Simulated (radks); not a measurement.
# Cr⁺ in [Ne] 3s2 3p4 3d5 4d2: an all-electron calculation

The task here is to estimate one member of a computed series from the others.

Method: Dirac Kohn-Sham, PBE, spin-unpolarised, spherical densities, finite nucleus; open shells fill j = l - 1/2 first. Code: radks (a radial shooting solver on a logarithmic mesh, Libxc functionals) version 1.

## The system

```
element            : chromium (Z = 24)
charge             : +1
electrons          : 23
configuration      : [Ne] 3s2 3p4 3d5 4d2
nuclear rms radius : 3.6452 fm
```

The first run:

Input:

```text
Z 24
configuration [Ne] 3s2 3p4 3d5 4d2 4s0 4p0
relativity Dirac
functional pbe,pbe
spin unpolarised
j_filling energy
nucleus finite rms 3.6452 fm
c 137.035999084
```

Command:

```sh
$ python run_ks.py task.json out
```

All runs below come from this command, one after another.

One of the session's tables, all rows but one given; the rest of the session is left out.

It belongs to the step «Radial structure». Radial moments (bohr):

```
level      <r>  outermost maximum (interpolated)  90 % within  nodes
1s1/2  0.06354                            0.0416        0.113      0
2s1/2   0.2926                             0.243        0.454      1
2p1/2   0.2574                             0.196        0.423      0
2p3/2   0.2603                             0.198        0.427      0
3s1/2   0.8854                             0.772         1.32      2
3p1/2   0.9287                             0.784         1.42      1
3p3/2   0.9366                             0.791         1.43      1
3d3/2    1.099                             0.788         1.83      0
3d5/2    1.102                             0.790         1.84      0
4s1/2        ?                                 ?            ?      ?
4p1/2    3.053                              2.61         4.55      2
4p3/2    3.075                              2.63         4.58      2
4d3/2    4.642                              4.09         6.89      1
4d5/2    4.647                              4.09         6.89      1
```

Estimate the missing values for 4s1/2.

**Answer.** <r>: 2.563; outermost maximum (interpolated): 2.22; 90 % within: 3.78; nodes: 3. In the column «<r>» it lies between 3d5/2 (1.102) and 4p1/2 (3.053).
